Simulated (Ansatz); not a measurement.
**LiAsH2 (SMILES [Li][AsH2]): one structure at several levels**

The task here is to estimate one member of a computed series from the others.

Computed with Ansatz 0.2.0, Gaussian basis. Level: single points in def2-TZVPP.

Correlated methods freeze the cores. Filled d shells of the heavier atoms are correlated. The outer core shell of Li, Na, Mg and K is correlated.

### The starting structure

SMILES `[Li][AsH2]`, 4 atoms, charge 0, spin multiplicity 1.

Atoms are counted from 1 here; the program's logs count them from 0.

Bond lengths: Li1–As2 2.502 Å, As2–H3 1.689 Å, As2–H4 1.601 Å. Angles: Li1–As2–H3 72.2°, Li1–As2–H4 77.3°, H3–As2–H4 83.5°.

Coordinates:

```mol
AsH2Li
  3D, bonds by distance, orders not assigned

  4  3  0  0  0  0  0  0  0  0999 V2000
   -1.7334   -0.1279    0.2990 Li  0  0
    0.5560   -0.7038   -0.5285 As  0  0
    0.1862    0.8507   -1.0754 H   0  0
    0.8609    0.0497    0.8510 H   0  0
  1  2  8  0
  2  3  8  0
  2  4  8  0
M  END
```

The first run:

run/in.yaml

```yaml
crystal:
  periodic: [false, false, false]
  atoms:
    - {symbol: Li, position_ang: [-1.733400, -0.127900, 0.299000]}
    - {symbol: As, position_ang: [0.556000, -0.703800, -0.528500]}
    - {symbol: H, position_ang: [0.186200, 0.850700, -1.075400]}
    - {symbol: H, position_ang: [0.860900, 0.049700, 0.851000]}
basis:
  gaussian: {orbitals: def2-TZVPP}
correlation: {method: ccsd_t}
output: {forces: true}
```

No record of the launch command was kept for these runs.

Among the steps run: CCSD(T)/def2-TZVPP; PBE0-D4/def2-TZVPP; wB97M-V/def2-TZVPP; r2SCAN-D4/def2-TZVPP; PBE-D4/def2-TZVPP; SPW92/def2-TZVPP; B97M-V/def2-TZVPP.

One of the session's tables, all rows but one given; the rest of the session is left out.

| method | RMS force component (eV/Å) | angle to CCSD(T) forces (°) | dipole (D) |
| --- | --- | --- | --- |
| CCSD(T) | 0.896 | reference | 6.91 |
| PBE0-D4 | 0.890 | 1.4 | 6.66 |
| wB97M-V | ? | ? | ? |
| r2SCAN-D4 | 0.879 | 0.7 | 6.82 |
| PBE-D4 | 0.748 | 3.6 | 6.24 |
| SPW92 | 0.826 | 4.1 | 6.38 |
| B97M-V | 0.840 | 2.1 | 6.59 |

Q: Estimate the row for wB97M-V from the others.

The run gave: RMS force component (eV/Å): 0.930; angle to CCSD(T) forces (°): 1.2; dipole (D): 6.73. In the column «RMS force component (eV/Å)» it is the highest.
